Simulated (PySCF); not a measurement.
# OsS: from the state search to spectroscopic constants

Aim: find the lowest electronic state of OsS, scan its bond at several levels of theory, and get bond length, wavenumber and dissociation energy from each curve.

Method: Os def2-TZVPP with ECP60, S def2-TZVPP, scalar-relativistic core potentials; program: PySCF 2.14.0.

## (1) Input

The job is set up so:

```
atoms                         : Os, S
charge                        : 0
basis                         : Os def2-TZVPP with ECP60, S def2-TZVPP
Hamiltonian                   : scalar-relativistic core potentials
basis functions               : 98
electrons treated             : 32
masses in u                   : 191.9615, 31.9721
levels                        : PBE0, PBE, r²SCAN, M06-2X, B2PLYP, revPBE, BP86, ωB97X-V, HF, MP2, SCS-MP2, CCSD, CCSD(T)
grid                          : 80 radial by 434 angular points
occupations                   : held fixed by the projection of orbital angular momentum
dissociation limit            : Os + S, each in its ground configuration
starting distance in angstrom : 2.210
values of 2S to try           : 0, 2, 4, 6, 8
```

Run with:

```
$ OMP_NUM_THREADS=2 python dia.py task.json out
```

Further steps of the session: PBE0 along the bond; Higher solutions at PBE0; PBE (GGA); r²SCAN; M06-2X (hybrid meta-GGA); B2PLYP; revPBE; BP86; ωB97X-V (range-separated hybrid); ROHF (mean field); Adding correlation.

Q: Predict the outcome of this session. Wanted: for each run, Re; ωe; De; μ.

As calculated:

Lowest PBE0 solution found, without spin–orbit coupling: quintet, unpaired electrons π ↑↑, δ ↑↑. State 2 has its PBE0 minimum 0.10 eV higher. State 3 has its PBE0 minimum 0.44 eV higher. State 4 has its PBE0 minimum 0.48 eV higher. The other levels ran on the lowest alone.

| level | Re (Å) | ωe (cm⁻¹) | De (eV) | μ (D) |
| --- | --- | --- | --- | --- |
| ROHF | 2.109 | 492 | 1.28 | -5.57 |
| ROHF-CCSD | 2.082 | 545 | 3.60 | n/a |
| PBE | 2.091 | 523 | 4.86 | -2.37 |
| revPBE | 2.098 | 515 | 4.58 | -2.51 |
| BP86 | 2.094 | 520 | 4.80 | -2.30 |
| r²SCAN | 2.083 | 535 | 4.57 | -2.94 |
| PBE0 | 2.074 | 545 | 4.30 | -2.98 |
| M06-2X | 2.066 | 547 | 3.87 | -3.13 |
| ωB97X-V | 2.067 | 566 | 4.21 | -3.31 |
| B2PLYP | 2.089 | 533 | 4.26 | -3.54 |

De is counted to Os + S in their ground configurations. A positive dipole means Os(−)S(+). No constants: ROHF-MP2 (the points don't follow one smooth fit); ROHF-SCS-MP2 (the points don't follow one smooth fit); ROHF-CCSD(T) (the points don't follow one smooth fit).

**Reading.** Bond lengths run from 2.066 Å (M06-2X) to 2.109 Å (ROHF). Among the levels with a De in the table, it runs from 1.28 eV (ROHF) to 4.86 eV (PBE).

Correlated steps freeze 5 core orbitals. These are scalar-relativistic numbers at best; spin–orbit coupling would shift them, the dissociation energy most. B2PLYP dipoles, levels and charges come from its SCF part alone. The state is the lowest single determinant that the PBE0 search found; with open d or f shells the true ground state can be another one. T1 is 0.066 near the minimum (highest on the curve 0.106), which may point to more than one leading configuration. With spin–orbit coupling the term label itself may not hold.
